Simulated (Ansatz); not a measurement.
# InP: a single-point run

Aim: a sound single-point run of InP. The structure is shown as the input types it.

The COD entry's cell or inner coordinates are ideal or old and differ from later refinements, so a difference from it is no clean test against experiment.

Method: density functional or hybrid calculation with the settings of its input, plane waves (as first typed), in Ansatz 0.2.0.

5 further runs of the same task are left out: 2 for a known fault of the program, 3 that didn't finish.

## 1. The starting structure

Symmetry: F-43m, No. 216, cubic system. The conventional cell has a = 5.908 Å, b = 5.908 Å, c = 5.908 Å, α = 90.00°, β = 90.00°, γ = 90.00°. Around In (site symmetry -43m) lie 4 P at 2.56 Å. Around P (site symmetry -43m) lie 4 In at 2.56 Å.

As a file:

```
CELL_PARAMETERS angstrom
0.00000 2.95381 2.95381
2.95381 0.00000 2.95381
2.95381 2.95381 0.00000
ATOMIC_POSITIONS crystal
In 0.00000 0.00000 0.00000
P 0.25000 0.25000 0.25000
```

## 2. The calculation

File input.yaml:

```yaml
crystal:
  lattice:
    - [0.0, 2.9538133802, 2.9538133802]
    - [2.9538133802, 0.0, 2.9538133802]
    - [2.9538133802, 2.9538133802, 0.0]
  atoms:
    - { symbol: In, position: [0.0, 0.0, 0.0] }
    - { symbol: P, position: [0.25, 0.25, 0.25] }
kpoints:
  mp_grid: { grid: [4, 4, 4] }
hamiltonian:
  xc: hse06
scf:
  occupations: { method: methfessel_paxton, width: 1.5 }
  n_extra_bands: 4
output:
  forces: true
  stress: true
  eigenvalues: true
```

Run with:

```console
ansatz run input.yaml --threads 4 --pin off --max-ram 3686MiB --backend cpu --events-out ev --progress --plain --runs-dir out
```

Q: Will this input give a usable result? If not, why, and what should change?

The run converged and reported no error, with warnings (stress exchange threshold loose, stress scf threshold loose). Its log warns: «output.stress: scf.convergence.dr2_threshold = 1e-7 eV (the SCF's general default) is looser than the 2e-10 eV advised for a printed stress (1e-10 eV for each atom of the ...»

The suspect setting: scf.occupations.method is methfessel_paxton; scf.occupations.width is 1.5. A smearing of this width stands for electrons at many thousands of kelvin; it empties bonding states and fills antibonding ones.

Run again and compare: delete scf.occupations.width (the default then holds) and set scf.occupations.method to fixed.
